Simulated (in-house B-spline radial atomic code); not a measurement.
# Ir¹⁹⁺: excited configurations in jj coupling

How much energy does it take to promote electrons of Ir¹⁹⁺ to other shells? Each configuration is solved by itself and compared with the reference.

Program: in-house B-spline radial atomic code version 1. Level of theory: Dirac-Hartree-Fock, average of configuration, Fermi nucleus, basis-set limit. These are calculated values, not measurements, unless marked.

## (1) Starting point

- element: iridium (Z = 77)
- charge: +19
- electrons: 58
- configuration: 1s2 2s2 2p6 3s2 3p6 3d10 4s2 4p6 4d10 4f-6 4f+6
- Hamiltonian: Dirac-Coulomb
- nucleus: Fermi, rms radius 5.403 fm

In configurations, a minus sign after the shell means j = l − 1/2 and a plus sign j = l + 1/2; the count of electrons follows.

Settings of the run:

```ini
Z = 77
electrons = 58.0
configuration = 1s2 2s2 2p6 3s2 3p6 3d10 4s2 4p6 4d10 4f-6 4f+6
hamiltonian = dirac
method = hf
spin_polarised = False
nucleus = fermi
rms_radius = 5.4032
mass_number = 193
atomic_mass = 192.962923753
speed_of_light = 137.035999084
```

This reference run was done before. Its total energy is -17710.021539 hartree, and its levels are (the highest eight at most):

```tsv
orbital	occupation	energy (eV)	<r> (bohr)
3d5/2	6	-2545.22	0.1749
4s1/2	2	-1165.72	0.4201
4p1/2	2	-1053.58	0.4228
4p3/2	4	-962.76	0.4524
4d3/2	4	-778.86	0.4585
4d5/2	6	-757.89	0.4686
4f5/2	6	-522.27	0.4776
4f7/2	6	-517.37	0.4831
```

## (2) Run with 1s2 2s2 2p6 3s2 3p6 3d10 4s2 4p6 4d-4 4d+5 4f-5 4f+7 8s1

Settings of the run:

```ini
Z = 77
electrons = 58.0
configuration = 1s2 2s2 2p6 3s2 3p6 3d10 4s2 4p6 4d-4 4d+5 4f-5 4f+7 8s1
hamiltonian = dirac
method = hf
spin_polarised = False
nucleus = fermi
rms_radius = 5.4032
mass_number = 193
atomic_mass = 192.962923753
speed_of_light = 137.035999084
```

## (3) 1s2 2s2 2p6 3s2 3p6 3d10 4s2 4p6 4d10 4f-6 4f+5 6s1

The settings differ from step 2 so:

```diff
@@ -2,3 +2,3 @@
 electrons = 58.0
-configuration = 1s2 2s2 2p6 3s2 3p6 3d10 4s2 4p6 4d-4 4d+5 4f-5 4f+7 8s1
+configuration = 1s2 2s2 2p6 3s2 3p6 3d10 4s2 4p6 4d10 4f-6 4f+5 6s1
 hamiltonian = dirac
```

## (4) Run with 1s2 2s2 2p6 3s2 3p6 3d10 4s2 4p6 4d-3 4d+6 4f-6 4f+6 8g-1

The settings differ from step 3 so:

```diff
@@ -2,3 +2,3 @@
 electrons = 58.0
-configuration = 1s2 2s2 2p6 3s2 3p6 3d10 4s2 4p6 4d10 4f-6 4f+5 6s1
+configuration = 1s2 2s2 2p6 3s2 3p6 3d10 4s2 4p6 4d-3 4d+6 4f-6 4f+6 8g-1
 hamiltonian = dirac
```

## (5) Run with 1s2 2s2 2p6 3s2 3p6 3d10 4s2 4p6 4d10 4f-5 4f+6 5s1

The settings differ from step 4 so:

```diff
@@ -2,3 +2,3 @@
 electrons = 58.0
-configuration = 1s2 2s2 2p6 3s2 3p6 3d10 4s2 4p6 4d-3 4d+6 4f-6 4f+6 8g-1
+configuration = 1s2 2s2 2p6 3s2 3p6 3d10 4s2 4p6 4d10 4f-5 4f+6 5s1
 hamiltonian = dirac
```

Before running: How far above the reference does each configuration lie (order and size, in eV)?

**Answer**, as computed:

| net move | configuration | energy above the reference (eV) | with Breit, QED, recoil (eV) | largest <r> (bohr) |
| --- | --- | --- | --- | --- |
| 4f5/2 → 5s | 1s2 2s2 2p6 3s2 3p6 3d10 4s2 4p6 4d10 4f-5 4f+6 5s1 | 24.315 | 24.990 | 0.851 |
| 4f7/2 → 6s | 1s2 2s2 2p6 3s2 3p6 3d10 4s2 4p6 4d10 4f-6 4f+5 6s1 | 226.73 | 227.15 | 1.44 |
| 4d5/2, 4f5/2 → 4f7/2, 8s | 1s2 2s2 2p6 3s2 3p6 3d10 4s2 4p6 4d-4 4d+5 4f-5 4f+7 8s1 | 626.15 | 625.70 | 3.06 |
| 4d3/2 → 8g7/2 | 1s2 2s2 2p6 3s2 3p6 3d10 4s2 4p6 4d-3 4d+6 4f-6 4f+6 8g-1 | 687.13 | 686.43 | 4.13 |

What this shows: The lowest of them is 4f5/2 → 5s at 24.315 eV and the highest 4d3/2 → 8g7/2 at 687.13 eV. 2 of them lie more than 2 % above the ionisation threshold that Koopmans' theorem gives (517.37 eV), where such states can decay by emitting an electron. These are averages over configurations, without correlation, not spectroscopic levels.
